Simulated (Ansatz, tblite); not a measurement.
**(H3Sn)2CH2 (CH8Sn2): a ladder of methods and basis sets**

Aim: run the singlet of (H3Sn)2CH2 (CH8Sn2) at one geometry on many levels, and compare frontier levels, spin and run time.

Computed with Ansatz 0.2.0, Gaussian basis. Level: as each input shows.

The runs, in order: GFN1-xTB, GFN2-xTB, PBE-D4/def2-TZVP, r2SCAN-D4/def2-TZVP, BLYP-D4/def2-TZVP, revPBE-D4/def2-TZVP, PBE-QIDH/def2-TZVP, B97M-V/def2-TZVP, ωB97M-V/def2-TZVP, B3LYP-D4/def2-TZVP, BHLYP-D4/def2-TZVP, PBE-D4/def2-SVP, PBE0-D4/def2-SVP, CCSD(T)/def2-TZVP, RPA/def2-TZVP.

1 further run of the same task is left out (set aside as unsound or not needed).

## (1) The geometry

The singlet was relaxed beforehand with PBE0-D4/def2-SVP.

11 atoms, charge 0, spin multiplicity 1.

Bond lengths: Sn1–H2 1.717 Å, Sn1–H3 1.716 Å, Sn1–H4 1.715 Å, Sn1–C5 2.155 Å, C5–Sn6 2.155 Å, C5–H10 1.101 Å, C5–H11 1.101 Å, Sn6–H7 1.716 Å, Sn6–H8 1.717 Å, Sn6–H9 1.715 Å. Angles: H2–Sn1–H3 109.2°, H2–Sn1–H4 109.4°, H2–Sn1–C5 110.3°, H3–Sn1–H4 109.2°, H3–Sn1–C5 109.5°, H4–Sn1–C5 109.2°, Sn1–C5–Sn6 114.6°, Sn1–C5–H10 108.4°, Sn1–C5–H11 108.8°, Sn6–C5–H10 108.7°, Sn6–C5–H11 108.4°, H10–C5–H11 107.6°, C5–Sn6–H7 109.5°, C5–Sn6–H8 110.3°, C5–Sn6–H9 109.2°, H7–Sn6–H8 109.2°, H7–Sn6–H9 109.1°, H8–Sn6–H9 109.4°.

As a file:

```
Sn    1.2763    0.9272    0.9325
H     1.7629    2.5727    0.9875
H     0.6160    0.4835    2.4534
H     2.6395   -0.0593    0.6012
C    -0.2017    0.6344   -0.6076
Sn   -1.1591   -1.2959   -0.5788
H     0.0291   -2.5235   -0.4139
H    -2.0332   -1.5496   -2.0347
H    -2.2363   -1.3729    0.7538
H     0.2840    0.7739   -1.5860
H    -0.9775    1.4095   -0.5074
```

Sn takes a core potential in the def2 sets. No spin-orbit coupling is included.

PBE0-D4/def2-TZVP was run before; its log isn't repeated, and its numbers join the tables.

## (2) GFN1-xTB

Tight binding, by tblite at 300 K electronic temperature and without a spin-polarisation term:

```python
tblite.interface.Calculator('GFN1-xTB', numbers, positions, charge=0, uhf=0).singlepoint()
```

Energy -309.1083 eV, HOMO -11.68 eV, LUMO -5.54 eV; 0.007 s.

## (3) GFN2-xTB

Tight binding, by tblite at 300 K electronic temperature and without a spin-polarisation term:

```python
tblite.interface.Calculator('GFN2-xTB', numbers, positions, charge=0, uhf=0).singlepoint()
```

Energy -281.2449 eV, HOMO -11.45 eV, LUMO -5.63 eV; 0.005 s.

## (4) PBE-D4/def2-TZVP

start.molden holds the orbitals of an earlier run on this state, given as this run's starting guess.

Input file in.yaml:

```yaml
crystal:
  periodic: [false, false, false]
  atoms:
    - {symbol: Sn, position_ang: [1.276289, 0.927225, 0.932547]}
    - {symbol: H, position_ang: [1.762925, 2.572700, 0.987516]}
    - {symbol: H, position_ang: [0.616027, 0.483530, 2.453359]}
    - {symbol: H, position_ang: [2.639485, -0.059292, 0.601151]}
    - {symbol: C, position_ang: [-0.201715, 0.634382, -0.607643]}
    - {symbol: Sn, position_ang: [-1.159140, -1.295868, -0.578805]}
    - {symbol: H, position_ang: [0.029075, -2.523538, -0.413892]}
    - {symbol: H, position_ang: [-2.033203, -1.549612, -2.034659]}
    - {symbol: H, position_ang: [-2.236271, -1.372907, 0.753813]}
    - {symbol: H, position_ang: [0.283984, 0.773857, -1.586025]}
    - {symbol: H, position_ang: [-0.977464, 1.409523, -0.507351]}
basis:
  gaussian: {orbitals: def2-TZVP, initial_orbitals: start.molden}
hamiltonian: {xc: pbe, dispersion: d4}
scf: {omitted_lower_state_checks: [starts]}
output: {forces: true, orbitals: {seedname: orbitals}}
```

Run with:

```console
$ ansatz run in.yaml --threads 4 --pin off --events-out ev --progress --plain --max-ram 3916MiB
```

Further steps of the session: r2SCAN-D4/def2-TZVP; BLYP-D4/def2-TZVP; revPBE-D4/def2-TZVP; PBE-QIDH/def2-TZVP; B97M-V/def2-TZVP; ωB97M-V/def2-TZVP; B3LYP-D4/def2-TZVP; BHLYP-D4/def2-TZVP; PBE-D4/def2-SVP; PBE0-D4/def2-SVP; CCSD(T)/def2-TZVP; RPA/def2-TZVP.

Before running them: what should the planned runs give, taken together? Wanted: gap in def2-TZVP, named functionals, smallest and largest; correlation energy, CCSD(T)/def2-TZVP; binding an atom, CCSD(T)/def2-TZVP; PBE0 total energy, smallest basis above largest.

**Answer**, as computed:

| quantity | value |
| --- | --- |
| gap in def2-TZVP, named functionals, smallest and largest | 5.77 eV (BLYP-D4), 11.14 eV (ωB97M-V) |
| correlation energy, CCSD(T)/def2-TZVP | -24.26 eV |
| binding an atom, CCSD(T)/def2-TZVP | 2.678 eV |
| PBE0 total energy, smallest basis above largest | 1.75 eV (def2-SVP, def2-TZVP) |

**Reading.** Over the named functionals in def2-TZVP the gap runs from 5.77 eV (BLYP-D4) to 11.14 eV (ωB97M-V); exact exchange widens it. The functionals in def2-TZVP miss CCSD(T)/def2-TZVP by +0.015 (revPBE-D4) to +0.154 eV (B97M-V) an atom. The reference is CCSD(T) in one finite basis, so it carries an error of its own, often a tenth of an eV or more, and near misses can't be ranked.
